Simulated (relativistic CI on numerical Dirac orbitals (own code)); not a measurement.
# Cu: the cost of one run

The numbers are computed with relativistic CI on numerical Dirac orbitals (own code) version 3 (charge-transfer multiplet model of a cubic metal-ligand cluster with up to 2 ligand holes, Slater and spin-orbit integrals from Dirac-Coulomb-Breit ions, Slater integrals scaled by 0.8), except any that are marked as measured or tabulated.

## 1. The atom as given

| Property | Result |
| --- | --- |
| ion | Cu⁴⁺ (Cu V) |
| nuclear charge | 29 |
| electrons | 25 |
| d electrons | 7 |
| ligand holes at most | 2 |
| parameters | in eV; Veg, Vt2g hoppings, tenDq and tenDqL metal and ligand splittings (negative tenDq: tetrahedral), red the scaling of hopping with a core hole |
| temperature | 300 K |
| widths | Lorentz 0.4 eV, Gauss 0.3 eV |

## 2. Upd = 10.1 eV

Input settings:

```ini
cluster ion=Cu4+ d7 ligand_holes=2 slater_scale=0.8
Delta=-0.7 Udd=7.8 Upd=10.1 tenDq=1.65 tenDqL=1.5 Veg=2.15 Vt2g=-0.93 red=0.9
spectrum xas L2,3 T=300 lorentz=0.4 gauss=0.3
```

Command:

```console
> python run_levels.py task.json out
```

task.json lists these runs, among others, and the program works through them in turn.

Q: Estimate wall time and peak memory on 1 thread of Intel Xeon 6975P-C, shared host.

About 1.9 s, with a peak of 0.21 GiB.
